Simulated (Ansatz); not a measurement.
# C₂H₇B₂N: shape, modes and thermochemistry

The task is to find a stationary geometry of C₂H₇B₂N, then compute its harmonic vibrations to see whether it is a minimum and to get the zero-point energy and entropy, and look at its orbitals and charge.

Computed with Ansatz 0.2.0, Gaussian basis. Level: RKS PBE0-D4/def2-TZVP.

Plan: relaxation at PBE-D4/def2-SVP; relaxation at PBE0-D4/def2-TZVP; harmonic vibrations at the same level; a single point in def2-TZVPP for the fields.

## (1) The system as given

SMILES `BC1BNC1`, 12 atoms, charge 0, spin multiplicity 1.

Atoms are counted from 1 here; the program's logs count them from 0.

Bond lengths: B1–C2 1.620 Å, B1–H6 1.192 Å, B1–H7 1.161 Å, C2–B3 1.582 Å, C2–C5 1.511 Å, C2–H8 1.097 Å, B3–N4 1.593 Å, B3–H9 1.246 Å, N4–C5 1.518 Å, N4–H10 1.016 Å, C5–H11 1.092 Å, C5–H12 1.093 Å. Angles: C2–B1–H6 115.7°, C2–B1–H7 120.0°, H6–B1–H7 121.4°, B1–C2–B3 111.1°, B1–C2–C5 112.8°, B1–C2–H8 118.0°, B3–C2–C5 88.8°, B3–C2–H8 110.3°, C5–C2–H8 112.1°, C2–B3–N4 88.8°, C2–B3–H9 138.7°, N4–B3–H9 132.3°, B3–N4–C5 88.1°, B3–N4–H10 105.7°, C5–N4–H10 107.1°, C2–C5–N4 94.3°, C2–C5–H11 110.3°, C2–C5–H12 114.6° and more.

As a file:

```xyz
12

B    -1.1054   -1.0605    0.7309
C    -0.5866    0.3241    0.0690
B     0.7028    0.8625    0.8106
N     1.5375    0.5996   -0.5204
C     0.2557    0.1039   -1.1660
H    -1.9705   -1.6245    0.1362
H    -0.8973   -1.2816    1.8513
H    -1.3139    1.1345   -0.0673
H     1.0336    1.2620    1.9440
H     2.1112   -0.2173   -0.3287
H    -0.0524    0.7849   -1.9615
H     0.3622   -0.9427   -1.4640
```

The start is a force-field geometry with small random shifts, so a cheaper pass at PBE-D4/def2-SVP comes first.

## (2) Geometry optimisation, PBE-D4/def2-SVP (cheap first pass)

Input file in.yaml:

```yaml
crystal:
  periodic: [false, false, false]
  atoms:
    - {symbol: B, position_ang: [-1.105400, -1.060500, 0.730900]}
    - {symbol: C, position_ang: [-0.586600, 0.324100, 0.069000]}
    - {symbol: B, position_ang: [0.702800, 0.862500, 0.810600]}
    - {symbol: N, position_ang: [1.537500, 0.599600, -0.520400]}
    - {symbol: C, position_ang: [0.255700, 0.103900, -1.166000]}
    - {symbol: H, position_ang: [-1.970500, -1.624500, 0.136200]}
    - {symbol: H, position_ang: [-0.897300, -1.281600, 1.851300]}
    - {symbol: H, position_ang: [-1.313900, 1.134500, -0.067300]}
    - {symbol: H, position_ang: [1.033600, 1.262000, 1.944000]}
    - {symbol: H, position_ang: [2.111200, -0.217300, -0.328700]}
    - {symbol: H, position_ang: [-0.052400, 0.784900, -1.961500]}
    - {symbol: H, position_ang: [0.362200, -0.942700, -1.464000]}
basis:
  gaussian: {orbitals: def2-SVP}
hamiltonian: {xc: pbe, dispersion: d4}
relax: {f_tol: 0.03, max_steps: 200}
```

Launch:

```
ansatz run in.yaml --threads 4 --pin off --events-out ev --progress --plain --max-ram 10444MiB
```

The log of the run, cut to the lines that bear on the results:

```text
Functional definition: PBE
  name "PBE"
  cite "Perdew, Burke & Ernzerhof, Phys. Rev. Lett. 77, 3865 (1996) doi:10.1103/PhysRevLett.77.3865"
  parent pbe
[...]
1202 factors; their error is unknown
[...]
mean field -5017.69600203 eV, -184.3969269582 hartree, gradient 1.5e-5 eV, S^2 0.000000; 0 other end points of the search recorded, 0 dependent functions left out
[...]
reference -5017.69603887 eV, -184.3969283118 hartree; 18, 18 occupied and 87, 87 virtual orbitals, 1202 factors
relax step   1: F+E_penalty+E_count = -5017.92087098 eV  Δ(F+E_penalty+E_count) = +0.000e0 eV  max|allowed force component| = 2.627e0 eV/Å  Δτ_max = 0.0000 Å  (30 SCF iters, accepted)
[...]
relax step   6: F+E_penalty+E_count = -5019.19707059 eV  Δ(F+E_penalty+E_count) = -3.176e-2 eV  max|allowed force component| = 1.384e0 eV/Å  Δτ_max = 0.2000 Å  (28 SCF iters, accepted)
[...]
relax step  11: F+E_penalty+E_count = -5019.51708067 eV  Δ(F+E_penalty+E_count) = -7.046e-2 eV  max|allowed force component| = 3.392e-1 eV/Å  Δτ_max = 0.1999 Å  (29 SCF iters, accepted)
[...]
relax step  16: F+E_penalty+E_count = -5019.70627847 eV  Δ(F+E_penalty+E_count) = -1.948e-2 eV  max|allowed force component| = 3.991e-1 eV/Å  Δτ_max = 0.1620 Å  (30 SCF iters, accepted)
[...]
relax step  20: F+E_penalty+E_count = -5019.71897529 eV  Δ(F+E_penalty+E_count) = -1.393e-3 eV  max|allowed force component| = 2.336e-2 eV/Å  Δτ_max = 0.0234 Å  (32 SCF iters, accepted)
[...]
1202 factors; their error is unknown
[...]
mean field -5019.49167454 eV, -184.4629167056 hartree, gradient 2.6e-5 eV, S^2 0.000000; 1 other end points of the search recorded, 0 dependent functions left out
[...]
reference -5019.49171195 eV, -184.4629180806 hartree; 18, 18 occupied and 87, 87 virtual orbitals, 1202 factors
Total energy: -5019.71933118 eV, -184.4712829330 hartree
Atom 0 at    -1.210311    -0.894095     0.823092 Å, force     0.009466    -0.010326    -0.004581 eV/Å
Atom 1 at    -0.721548     0.312936     0.035116 Å, force     0.005162     0.003122    -0.007843 eV/Å
Atom 2 at     0.731553     0.497707     0.808513 Å, force     0.008286    -0.003565     0.008261 eV/Å
Atom 3 at     1.413621     0.306428    -0.397908 Å, force     0.000869     0.004833    -0.007996 eV/Å
Atom 4 at     0.201946     0.138764    -1.202108 Å, force    -0.003680    -0.006498    -0.003392 eV/Å
Atom 5 at    -0.754911    -2.005955     0.593411 Å, force    -0.004642     0.011616     0.000842 eV/Å
Atom 6 at    -1.974533    -0.756895     1.762260 Å, force    -0.004502     0.002993     0.003946 eV/Å
Atom 7 at    -1.313310     1.248200     0.078933 Å, force    -0.009151     0.000869     0.004079 eV/Å
Atom 8 at     1.126563     0.723406     1.930705 Å, force    -0.001245     0.000358    -0.000487 eV/Å
Atom 9 at     2.380374     0.293227    -0.729660 Å, force    -0.004718    -0.001098     0.004213 eV/Å
Atom 10 at     0.067179     0.934615    -1.967582 Å, force     0.001421    -0.003376     0.006462 eV/Å
Atom 11 at     0.130277    -0.853439    -1.700673 Å, force     0.002734     0.001073    -0.003506 eV/Å
Dipole moment:     0.352856     0.195309    -0.419132 e Å
```

It took 23 s on 4 threads of Arm Neoverse V1, shared host.

The steps of the relaxation:

| step | energy from step 1 (eV) | largest force component (eV/Å) |
| --- | --- | --- |
| 1 | 0.0000 | 2.6271 |
| 2 | -0.6179 | 1.9261 |
| 3 | -0.9228 | 1.9551 |
| 4 | -1.1378 | 0.6746 |
| 5 | -1.2444 | 1.5517 |
| 6 | -1.2762 | 1.3839 |
| 7 | -1.3595 | 0.4095 |
| 8 | -1.3826 | 0.4869 |
| 9 | -1.4565 | 0.3524 |
| 10 | -1.5258 | 0.5437 |
| 11 | -1.5962 | 0.3392 |
| 12 | -1.6532 | 0.3696 |
| 13 | -1.6898 | 0.5309 |
| 14 | -1.7309 | 0.5292 |
| 15 | -1.7659 | 0.3997 |
| 16 | -1.7854 | 0.3991 |
| 17 | -1.7926 | 0.2407 |
| 18 | -1.7967 | 0.1159 |
| 19 | -1.7959 | 0.1527 |
| 20 | -1.7981 | 0.0234 |
| 21 | -1.7984 | 0.0116 |

The force was under the threshold of 0.03 eV/Å already at step 20, but the program went on to step 21.

Close pairs (by a distance rule), those that changed most:

| bond | before (Å) | after (Å) | change (Å) |
| --- | --- | --- | --- |
| B3–N4 | 1.593 | 1.399 | -0.194 |
| B1–C2 | 1.620 | 1.522 | -0.098 |
| C2–B3 | 1.582 | 1.656 | +0.075 |
| B1–H7 | 1.161 | 1.219 | +0.058 |
| N4–C5 | 1.518 | 1.464 | -0.054 |
| C2–C5 | 1.511 | 1.554 | +0.043 |
| B3–H9 | 1.246 | 1.211 | -0.036 |
| B1–H6 | 1.192 | 1.223 | +0.032 |

## (3) Relaxation at PBE0-D4/def2-TZVP

Input file in.yaml:

```yaml
crystal:
  periodic: [false, false, false]
  atoms:
    - {symbol: B, position_ang: [-1.210311, -0.894095, 0.823092]}
    - {symbol: C, position_ang: [-0.721548, 0.312936, 0.035116]}
    - {symbol: B, position_ang: [0.731553, 0.497707, 0.808513]}
    - {symbol: N, position_ang: [1.413621, 0.306428, -0.397908]}
    - {symbol: C, position_ang: [0.201946, 0.138764, -1.202108]}
    - {symbol: H, position_ang: [-0.754911, -2.005955, 0.593411]}
    - {symbol: H, position_ang: [-1.974533, -0.756895, 1.762260]}
    - {symbol: H, position_ang: [-1.313310, 1.248200, 0.078933]}
    - {symbol: H, position_ang: [1.126563, 0.723406, 1.930705]}
    - {symbol: H, position_ang: [2.380374, 0.293227, -0.729660]}
    - {symbol: H, position_ang: [0.067179, 0.934615, -1.967582]}
    - {symbol: H, position_ang: [0.130277, -0.853439, -1.700673]}
basis:
  gaussian: {orbitals: def2-TZVP}
hamiltonian: {xc: pbe0, dispersion: d4}
relax: {f_tol: 0.005, max_steps: 150}
```

The command is unchanged.

The log of the run, cut to the lines that bear on the results:

```text
Functional definition: PBE0
  name "PBE0"
  cite "Adamo & Barone, J. Chem. Phys. 110, 6158 (1999) doi:10.1063/1.478522"
  cite "Perdew, Burke & Ernzerhof, Phys. Rev. Lett. 77, 3865 (1996) doi:10.1103/PhysRevLett.77.3865"
  parent pbe
[...]
1161 factors; their error is unknown
[...]
mean field -5025.72935551 eV, -184.6921472531 hartree, gradient 4.1e-5 eV, S^2 0.000000; 0 other end points of the search recorded, 0 dependent functions left out
[...]
reference -5025.72939102 eV, -184.6921485584 hartree; 18, 18 occupied and 179, 179 virtual orbitals, 1161 factors
relax step   1: F+E_penalty+E_count = -5025.91905833 eV  Δ(F+E_penalty+E_count) = +0.000e0 eV  max|allowed force component| = 6.662e-1 eV/Å  Δτ_max = 0.0000 Å  (28 SCF iters, accepted)
[...]
Atom 2 at     0.758104     0.520744     0.800767 Å, force     0.003149    -0.001684     0.001410 eV/Å
Atom 3 at     1.419021     0.319196    -0.400083 Å, force    -0.001719     0.001537    -0.001117 eV/Å
Atom 4 at     0.204556     0.128878    -1.179774 Å, force    -0.000610    -0.000756    -0.001980 eV/Å
Atom 5 at    -0.815831    -2.003668     0.556770 Å, force     0.000001    -0.000058    -0.000438 eV/Å
Atom 6 at    -1.995142    -0.768505     1.718785 Å, force     0.000105    -0.001589     0.000439 eV/Å
Atom 7 at    -1.286240     1.217433     0.098540 Å, force    -0.000238     0.000579     0.001168 eV/Å
Atom 8 at     1.158838     0.765254     1.895737 Å, force    -0.002558     0.000499     0.000264 eV/Å
Atom 9 at     2.366173     0.314245    -0.739438 Å, force    -0.000435    -0.000321     0.000466 eV/Å
Atom 10 at     0.050490     0.906920    -1.933609 Å, force     0.000234    -0.000896     0.000353 eV/Å
Atom 11 at     0.138093    -0.854264    -1.655932 Å, force     0.000492    -0.001039    -0.000535 eV/Å
Dipole moment:     0.301115     0.175092    -0.364368 e Å
```

Wall time 29 s (4 threads of Arm Neoverse V1, shared host).

Relaxation path:

| step | energy from step 1 (eV) | largest force component (eV/Å) |
| --- | --- | --- |
| 1 | 0.0000 | 0.6662 |
| 2 | -0.0442 | 0.1581 |
| 3 | -0.0472 | 0.1808 |
| 4 | -0.0496 | 0.0405 |
| 5 | -0.0499 | 0.0281 |
| 6 | -0.0503 | 0.0222 |
| 7 | -0.0503 | 0.0153 |
| 8 | -0.0504 | 0.0069 |
| 9 | -0.0504 | 0.0125 |
| 10 | -0.0504 | 0.0031 |

Close pairs (by a distance rule), those that changed most:

| bond | before (Å) | after (Å) | change (Å) |
| --- | --- | --- | --- |
| B1–H6 | 1.223 | 1.202 | -0.022 |
| B1–H7 | 1.219 | 1.198 | -0.020 |
| B3–H9 | 1.211 | 1.191 | -0.020 |
| C5–H12 | 1.113 | 1.094 | -0.018 |
| C5–H11 | 1.112 | 1.094 | -0.018 |
| N4–H10 | 1.022 | 1.006 | -0.016 |
| C2–H8 | 1.108 | 1.092 | -0.016 |
| C2–B3 | 1.656 | 1.641 | -0.016 |

Mulliken charges at the end point, from the run's report:

| atom | value (e) |
| --- | --- |
| B1 | -0.09 |
| C2 | -0.23 |
| B3 | 0.09 |
| N4 | -0.33 |
| C5 | -0.02 |
| H6 | 0.00 |
| H7 | 0.01 |
| H8 | 0.12 |
| H9 | 0.03 |
| H10 | 0.22 |
| H11 | 0.11 |
| H12 | 0.11 |

## (4) Force constants and modes

Input file in.yaml:

```yaml
crystal:
  periodic: [false, false, false]
  atoms:
    - {symbol: B, position_ang: [-1.229013, -0.903374, 0.807210]}
    - {symbol: C, position_ang: [-0.692149, 0.302039, 0.065126]}
    - {symbol: B, position_ang: [0.758104, 0.520744, 0.800767]}
    - {symbol: N, position_ang: [1.419021, 0.319196, -0.400083]}
    - {symbol: C, position_ang: [0.204556, 0.128878, -1.179774]}
    - {symbol: H, position_ang: [-0.815831, -2.003668, 0.556770]}
    - {symbol: H, position_ang: [-1.995142, -0.768505, 1.718785]}
    - {symbol: H, position_ang: [-1.286240, 1.217433, 0.098540]}
    - {symbol: H, position_ang: [1.158838, 0.765254, 1.895737]}
    - {symbol: H, position_ang: [2.366173, 0.314245, -0.739438]}
    - {symbol: H, position_ang: [0.050490, 0.906920, -1.933609]}
    - {symbol: H, position_ang: [0.138093, -0.854264, -1.655932]}
basis:
  gaussian: {orbitals: def2-TZVP}
hamiltonian: {xc: pbe0, dispersion: d4}
phonons: {temperatures: {t_min: 298.15, t_max: 900, t_step: 200}}
```

The command is unchanged.

The log of the run, cut to the lines that bear on the results:

```text
Functional definition: PBE0
  name "PBE0"
  cite "Adamo & Barone, J. Chem. Phys. 110, 6158 (1999) doi:10.1063/1.478522"
  cite "Perdew, Burke & Ernzerhof, Phys. Rev. Lett. 77, 3865 (1996) doi:10.1103/PhysRevLett.77.3865"
  parent pbe
[...]
1161 factors; their error is unknown
[...]
mean field -5025.77963857 eV, -184.6939951218 hartree, gradient 4.2e-5 eV, S^2 0.000000; 0 other end points of the search recorded, 0 dependent functions left out
[...]
reference -5025.77967401 eV, -184.6939964241 hartree; 18, 18 occupied and 179, 179 virtual orbitals, 1161 factors
[...]
1161 factors; their error is unknown
mean field -5025.77953933 eV, -184.6939914745 hartree, gradient 3.1e-6 eV, S^2 0.000000; 0 other end points of the search recorded, 0 dependent functions left out
[...]
reference -5025.77957476 eV, -184.6939927766 hartree; 18, 18 occupied and 179, 179 virtual orbitals, 1161 factors
[...]
Atom 5 at    -0.815831    -2.003668     0.556770 Å, force     0.000023    -0.000075    -0.000429 eV/Å
Atom 6 at    -1.995142    -0.768505     1.718785 Å, force     0.000120    -0.001608     0.000425 eV/Å
Atom 7 at    -1.286240     1.217433     0.098540 Å, force    -0.000251     0.000594     0.001172 eV/Å
Atom 8 at     1.158838     0.765254     1.895737 Å, force    -0.002536     0.000493     0.000273 eV/Å
Atom 9 at     2.366173     0.314245    -0.739438 Å, force    -0.000431    -0.000312     0.000472 eV/Å
Atom 10 at     0.050490     0.906920    -1.933609 Å, force     0.000225    -0.000888     0.000372 eV/Å
Atom 11 at     0.138093    -0.854264    -1.655932 Å, force     0.000458    -0.001104    -0.000404 eV/Å
Dipole moment:     0.301115     0.175092    -0.364366 e Å
Vibrations: 150.86 221.29 350.93 382.42 567.55 710.61 769.40 797.57 827.68 886.65 964.40 992.43 1018.60 1030.69 1082.64 1096.09 1176.80 1216.47 1234.88 1284.13 1341.39 1452.68 1511.11 2555.20 2632.77 2669.58 3042.66 3090.21 3111.08 3646.60 cm⁻¹, zero-point energy 2.592221 eV
```

Run time: 2.2 min. Hardware: 4 threads of Arm Neoverse V1, shared host.

Motions are named by where the mode's potential energy lies. The modes, unscaled (a negative number is an imaginary wavenumber):

| mode | cm⁻¹ | motion |
| --- | --- | --- |
| 1 | 151 | torsion |
| 2 | 221 | torsion |
| 3 | 351 | torsion |
| 4 | 382 | torsion |
| 5 | 568 | torsion |
| 6 | 711 | bend |
| 7 | 769 | B–C stretch with bend |
| 8 | 798 | wag or twist |
| 9 | 828 | bend |
| 10 | 887 | wag or twist with bend |
| 11 | 964 | wag or twist with bend |
| 12 | 992 | bend with wag or twist |
| 13 | 1019 | wag or twist |
| 14 | 1031 | C–N stretch with bend |
| 15 | 1083 | bend with wag or twist |
| 16 | 1096 | bend with B–C stretch |
| 17 | 1177 | bend |
| 18 | 1216 | bend |
| 19 | 1235 | bend |
| 20 | 1284 | bend |
| 21 | 1341 | bend with B–C stretch |
| 22 | 1453 | bend with B–N stretch |
| 23 | 1511 | bend |
| 24 | 2555 | B–H stretch |
| 25 | 2633 | B–H stretch |
| 26 | 2670 | B–H stretch |
| 27 | 3043 | C–H stretch |
| 28 | 3090 | C–H stretch |
| 29 | 3111 | C–H stretch |
| 30 | 3647 | N–H stretch |

From these modes and the moments of inertia (298.15 K, 1 bar, symmetry number 1):

| term | value |
| --- | --- |
| zero-point energy | 250.1 kJ/mol |
| H(298) − E | 267.2 kJ/mol |
| entropy, translation | 161.2 J/(mol K) |
| entropy, rotation | 104.1 J/(mol K) |
| entropy, vibration | 38.0 J/(mol K) |
| entropy, total | 303.3 J/(mol K) |

## (5) Fields at the relaxed geometry

in.yaml: that of step 4 with these lines changed.

```diff
@@ -16,4 +16,4 @@
 basis:
-  gaussian: {orbitals: def2-TZVP}
+  gaussian: {orbitals: def2-TZVPP}
 hamiltonian: {xc: pbe0, dispersion: d4}
-phonons: {temperatures: {t_min: 298.15, t_max: 900, t_step: 200}}
+output: {orbitals: {seedname: orbitals}}
```

Launched as before.

The log of the run:

```text
Functional definition: PBE0
  name "PBE0"
  cite "Adamo & Barone, J. Chem. Phys. 110, 6158 (1999) doi:10.1063/1.478522"
  cite "Perdew, Burke & Ernzerhof, Phys. Rev. Lett. 77, 3865 (1996) doi:10.1103/PhysRevLett.77.3865"
  parent pbe
  parameter a = 0.25
  parameter kappa = 0.804
  parameter beta = 0.06672455060314922
  exchange = (1 - a)*pbe_x(kappa = kappa, mu = beta*pi^2/3) + a*exact_x
  correlation = pbe_c(beta = beta)
1266 factors; their error is unknown
mean field evaluation 1: about -5016.3619 eV, gradient 6.5e1 eV
mean field evaluation 2: about -5006.2281 eV, gradient 9.1e1 eV
mean field evaluation 4: about -5025.7679 eV, gradient 6.2e0 eV
mean field evaluation 8: about -5025.8546 eV, gradient 6.6e-2 eV
mean field evaluation 16: about -5025.8434 eV, gradient 8.3e-5 eV
mean field -5025.84341345 eV, -184.6963388052 hartree, gradient 1.5e-5 eV, S^2 0.000000; 0 other end points of the search recorded, 0 dependent functions left out
reference -5025.84344908 eV, -184.6963401147 hartree; 18, 18 occupied and 235, 235 virtual orbitals, 1266 factors
Total energy: -5026.03328537 eV, -184.7033164696 hartree
```

It took 2.5 s on 4 threads of Arm Neoverse V1, shared host.

Orbitals, density, ELF and potential are computed afterwards from the orbital file.

Frontier orbitals at PBE0-D4/def2-TZVPP, with the share of their density that lies nearest to each atom:

| orbital | energy (eV) | lies on |
| --- | --- | --- |
| HOMO-1 | -8.14 | C2 36 %; B3 16 %; B1 12 % |
| HOMO | -8.08 | N4 52 %; B3 14 %; H12 10 % |
| LUMO | -1.06 | B1 35 %; B3 16 %; H6, H7 about 12 % each |

ELF in a plane through or near 4 of the atoms.

Ten even steps from ' ' (0.00) to '@' (1.00):
```
                                                        
                                                        
                                                        
                                                        
                                                        
                  ....::::                              
                ::--==++==::    ....                    
              ..==****++==++--==++++..  ..----..        
                ..====++==%%####@@##..==%%@@@@%%--      
                ::++##++==##++**@@++..**@@@@@@@@**      
          ..::==**##**++--==####%%++++@@@@@@@@@@##      
          ..--**##%%**%%**..%%%%**--==%%@@@@@@@@++      
          ..::--==++##**::##::==--    ::%%@@@@**        
                  ....==##@@@@@@**        ..            
                    ..##@@@@@@@@@@--                    
                    ::@@@@@@@@@@@@==                    
                    ..##@@@@@@@@%%..                    
                        ..--==..                        
                                                        
                                                        
```
The map spans 10.7 Å across and 9.9 Å up, centred on the molecule. Atoms in the plane (x, y in Å): B3 (-0.3, -1.2), C5 (-0.9, 0.8), H7 (2.7, -0.1), H9 (0.0, -2.3).

log10 of the density (e/Å³) in the same plane.

Values, 10 rows by 14 columns:
```
-4.0 -4.0 -4.0 -4.0 -4.0 -4.0 -4.0 -4.0 -4.0 -4.0 -4.0 -4.0 -4.0 -4.0
-4.0 -4.0 -4.0 -4.0 -4.0 -4.0 -4.0 -4.0 -4.0 -4.0 -4.0 -4.0 -4.0 -4.0
-4.0 -4.0 -4.0 -3.6 -2.8 -2.4 -2.4 -2.9 -3.2 -3.4 -3.8 -4.0 -4.0 -4.0
-4.0 -4.0 -3.8 -2.7 -1.5 -0.7 -0.7 -1.4 -1.7 -2.0 -2.3 -2.8 -3.6 -4.0
-4.0 -4.0 -3.5 -2.3 -0.9  0.2  1.0  0.0 -0.1 -0.4 -0.6 -1.2 -2.4 -3.5
-4.0 -4.0 -2.9 -1.6 -0.3  0.4 -0.1  0.0 -0.1 -0.3  0.1 -0.6 -2.1 -3.3
-4.0 -4.0 -3.0 -1.8 -0.8 -0.3  0.3  0.0 -0.9 -1.5 -1.5 -1.8 -2.8 -3.8
-4.0 -4.0 -4.0 -3.1 -2.3 -1.5 -0.5  0.1 -1.1 -2.5 -3.1 -3.3 -4.0 -4.0
-4.0 -4.0 -4.0 -4.0 -3.4 -2.5 -1.7 -1.4 -2.0 -3.2 -4.0 -4.0 -4.0 -4.0
-4.0 -4.0 -4.0 -4.0 -4.0 -3.8 -3.3 -3.2 -3.5 -4.0 -4.0 -4.0 -4.0 -4.0
```
The map spans 10.7 Å across and 9.9 Å up, centred on the molecule. Atoms in the plane (x, y in Å): B3 (-0.3, -1.2), C5 (-0.9, 0.8), H7 (2.7, -0.1), H9 (0.0, -2.3).

On the surface of density 0.002 e/bohr³ the electrostatic potential runs, from the 1st to the 99th percentile, from -0.64 to 1.91 V.

## (6) Results

```
                  quantity            value
               point group               C1
                     steps          21 + 10
shift from the start (rms)          0.602 Å
              total energy    -5025.9695 eV
           dispersion term         -190 meV
             dipole moment           2.42 D
lowest, highest wavenumber   151, 3647 cm⁻¹
         zero-point energy     250.1 kJ/mol
       entropy at 298.15 K  303.3 J/(mol K)
                HOMO, LUMO  -8.08, -1.06 eV
```

**Reading.** The relaxed geometry lies 0.60 Å (rms) from the start; the bond that changed most is B3–N4, from 1.593 to 1.385 Å. All wavenumbers are real, so the end point is a minimum. The stiffest mode, 3647 cm⁻¹, is an N–H stretch. Harmonic hybrid wavenumbers usually lie a few per cent above measured fundamentals. The largest Mulliken charge, -0.33 e, sits on N4. The HOMO lies mostly on N4 52 %; B3 14 % and the LUMO on B1 35 %; B3 16 %.
